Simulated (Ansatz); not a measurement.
# CH₅BGaNS: how energies converge with the basis set

One table from this session's results is given with a row withheld; the runs are named, their logs left out.

Program: Ansatz 0.2.0, Gaussian basis. Level of theory: one geometry, several basis sets. These are calculated values, not measurements.

Levels to be run: PBE0-D4/def2-SVP; ωB97M-V/def2-SVP; PBE0-D4/def2-QZVPP; ωB97M-V/def2-QZVPP; the functionals' def2-TZVPP values are taken from earlier runs.

## The geometry

All runs share one geometry, relaxed beforehand with PBE0-D4 in a triple-zeta def2 set.

10 atoms, charge 0, spin multiplicity 1.

Atoms are counted from 1 here; the program's logs count them from 0.

Bond lengths: Ga1–N2 1.851 Å, Ga1–H6 1.556 Å, Ga1–H7 1.561 Å, N2–B3 1.391 Å, N2–H8 1.010 Å, B3–C4 1.531 Å, B3–S5 1.770 Å, C4–S5 1.872 Å, C4–H9 1.087 Å, C4–H10 1.087 Å. Angles: N2–Ga1–H6 116.0°, N2–Ga1–H7 115.8°, H6–Ga1–H7 128.2°, Ga1–N2–B3 124.6°, Ga1–N2–H8 118.6°, B3–N2–H8 116.8°, N2–B3–C4 146.0°, N2–B3–S5 145.3°, C4–B3–S5 68.7°, B3–C4–S5 61.7°, B3–C4–H9 121.4°, B3–C4–H10 121.4°, S5–C4–H9 113.5°, S5–C4–H10 113.5°, H9–C4–H10 113.3°, B3–S5–C4 49.6°.

As a file:

```csv
atom,x (Å),y (Å),z (Å)
Ga1,-1.86100,0.88005,-0.18357
N2,-0.37529,0.18613,-1.04318
B3,0.73626,-0.34395,-0.39618
C4,1.38890,-0.66336,0.95128
S5,2.32550,-1.09310,-0.61208
H6,-1.82528,0.85052,1.37146
H7,-2.99188,1.42063,-1.11318
H8,-0.35808,0.18602,-2.05307
H9,1.86835,0.10938,1.54600
H10,1.09252,-1.53230,1.53249
```

The first run:

The input, in.yaml:

```yaml
crystal:
  periodic: [false, false, false]
  atoms:
    - {symbol: Ga, position_ang: [-1.861001, 0.880046, -0.183568]}
    - {symbol: N, position_ang: [-0.375287, 0.186133, -1.043177]}
    - {symbol: B, position_ang: [0.736256, -0.343951, -0.396184]}
    - {symbol: C, position_ang: [1.388897, -0.663359, 0.951282]}
    - {symbol: S, position_ang: [2.325503, -1.093099, -0.612079]}
    - {symbol: H, position_ang: [-1.825276, 0.850515, 1.371457]}
    - {symbol: H, position_ang: [-2.991884, 1.420628, -1.113182]}
    - {symbol: H, position_ang: [-0.358082, 0.186021, -2.053065]}
    - {symbol: H, position_ang: [1.868351, 0.109378, 1.546004]}
    - {symbol: H, position_ang: [1.092523, -1.532302, 1.532492]}
basis:
  gaussian: {orbitals: def2-SVP}
hamiltonian: {xc: pbe0, dispersion: d4}
output: {orbitals: {seedname: orbitals}}
```

Run with:

```sh
> ansatz run in.yaml --threads 2 --pin off --events-out ev --progress --plain --max-ram 32768MiB --backend cpu
```

Steps of the session up to this table: PBE0-D4 in def2-SVP; ωB97M-V in def2-SVP; PBE0-D4 in def2-QZVPP; ωB97M-V in def2-QZVPP.

One table of the session follows, with a row left open; its other results are not shown here.

It belongs to the step «Functionals by basis». 

```
functional       basis  HOMO (eV)  LUMO (eV)
   PBE0-D4    def2-SVP      -6.69      -1.48
   PBE0-D4  def2-TZVPP      -6.79      -1.53
   PBE0-D4  def2-QZVPP          ?          ?
   ωB97M-V    def2-SVP      -8.78       0.25
   ωB97M-V  def2-TZVPP      -8.92       0.16
   ωB97M-V  def2-QZVPP      -8.95      -0.03
```

Estimate the missing values for PBE0-D4, def2-QZVPP.

The run gave: HOMO (eV): -6.81; LUMO (eV): -1.58. In the column «HOMO (eV)» it lies between ωB97M-V, def2-SVP (-8.78) and PBE0-D4, def2-TZVPP (-6.79).
